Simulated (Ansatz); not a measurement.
**C4H7F3: how energies converge with the basis set**

An exercise on one series of results from a longer session: the logs are not shown, and one member is left open.

Method: one geometry, several basis sets; program: Ansatz 0.2.0, Gaussian basis.

Levels to be run: PBE0-D4/def2-SVP; ωB97M-V/def2-SVP; PBE0-D4/def2-QZVPP; ωB97M-V/def2-QZVPP; the functionals' def2-TZVPP values are taken from earlier runs.

## Structure used throughout

All runs share one geometry, relaxed beforehand with PBE0-D4 in a triple-zeta def2 set.

SMILES `CC(C)(F)C(F)F`, 14 atoms, charge 0, spin multiplicity 1.

Atoms are counted from 1 here; the program's logs count them from 0.

Bond lengths: C1–C2 1.510 Å, C1–H8 1.091 Å, C1–H9 1.090 Å, C1–H10 1.091 Å, C2–C3 1.511 Å, C2–F4 1.395 Å, C2–C5 1.526 Å, C3–H11 1.092 Å, C3–H12 1.091 Å, C3–H13 1.090 Å, C5–F6 1.351 Å, C5–F7 1.358 Å, C5–H14 1.095 Å. Angles: C2–C1–H8 109.5°, C2–C1–H9 110.5°, C2–C1–H10 110.3°, H8–C1–H9 109.0°, H8–C1–H10 108.7°, H9–C1–H10 108.8°, C1–C2–C3 113.4°, C1–C2–F4 108.4°, C1–C2–C5 111.9°, C3–C2–F4 107.8°, C3–C2–C5 110.3°, F4–C2–C5 104.5°, C2–C3–H11 110.8°, C2–C3–H12 109.3°, C2–C3–H13 110.7°, H11–C3–H12 108.4°, H11–C3–H13 108.8°, H12–C3–H13 108.8° and more.

Geometry (Å):

```
C    -0.2497    0.5951    1.3076
C    -0.2948   -0.2173    0.0361
C     0.8518   -1.1929   -0.0942
F    -1.4819   -0.9503    0.0235
C    -0.3794    0.6682   -1.2038
F    -1.3825    1.5659   -1.0899
F     0.7763    1.3657   -1.3487
H    -0.2138   -0.0762    2.1665
H    -1.1337    1.2271    1.3873
H     0.6383    1.2290    1.3205
H     0.7663   -1.7694   -1.0178
H     0.8329   -1.8856    0.7481
H     1.8065   -0.6664   -0.0959
H    -0.5494    0.0781   -2.1104
```

The first run:

The input, in.yaml:

```yaml
crystal:
  periodic: [false, false, false]
  atoms:
    - {symbol: C, position_ang: [-0.249667, 0.595128, 1.307579]}
    - {symbol: C, position_ang: [-0.294794, -0.217276, 0.036104]}
    - {symbol: C, position_ang: [0.851759, -1.192890, -0.094238]}
    - {symbol: F, position_ang: [-1.481854, -0.950330, 0.023476]}
    - {symbol: C, position_ang: [-0.379377, 0.668173, -1.203833]}
    - {symbol: F, position_ang: [-1.382477, 1.565874, -1.089907]}
    - {symbol: F, position_ang: [0.776268, 1.365727, -1.348685]}
    - {symbol: H, position_ang: [-0.213791, -0.076193, 2.166540]}
    - {symbol: H, position_ang: [-1.133673, 1.227060, 1.387347]}
    - {symbol: H, position_ang: [0.638282, 1.228955, 1.320536]}
    - {symbol: H, position_ang: [0.766316, -1.769385, -1.017756]}
    - {symbol: H, position_ang: [0.832853, -1.885625, 0.748084]}
    - {symbol: H, position_ang: [1.806545, -0.666412, -0.095948]}
    - {symbol: H, position_ang: [-0.549392, 0.078095, -2.110397]}
basis:
  gaussian: {orbitals: def2-SVP}
hamiltonian: {xc: pbe0, dispersion: d4}
output: {orbitals: {seedname: orbitals}}
```

Command:

```console
> ansatz run in.yaml --threads 4 --pin off --events-out ev --progress --plain --max-ram 11315MiB
```

Steps of the session up to this table: PBE0-D4 in def2-SVP; ωB97M-V in def2-SVP; PBE0-D4 in def2-QZVPP; ωB97M-V in def2-QZVPP.

One table of the session follows, with a row left open; its other results are not shown here.

It belongs to the step «Functionals by basis». 

```
functional       basis  HOMO (eV)  LUMO (eV)
   PBE0-D4    def2-SVP          ?          ?
   PBE0-D4  def2-TZVPP      -9.25       1.25
   PBE0-D4  def2-QZVPP      -9.29       0.73
   ωB97M-V    def2-SVP     -11.49       3.49
   ωB97M-V  def2-TZVPP     -11.64       2.65
   ωB97M-V  def2-QZVPP     -11.68       1.83
```

**Question.** Estimate the row for PBE0-D4, def2-SVP.

The run gave: HOMO (eV): -9.12; LUMO (eV): 1.85. In the column «HOMO (eV)» it is the highest.
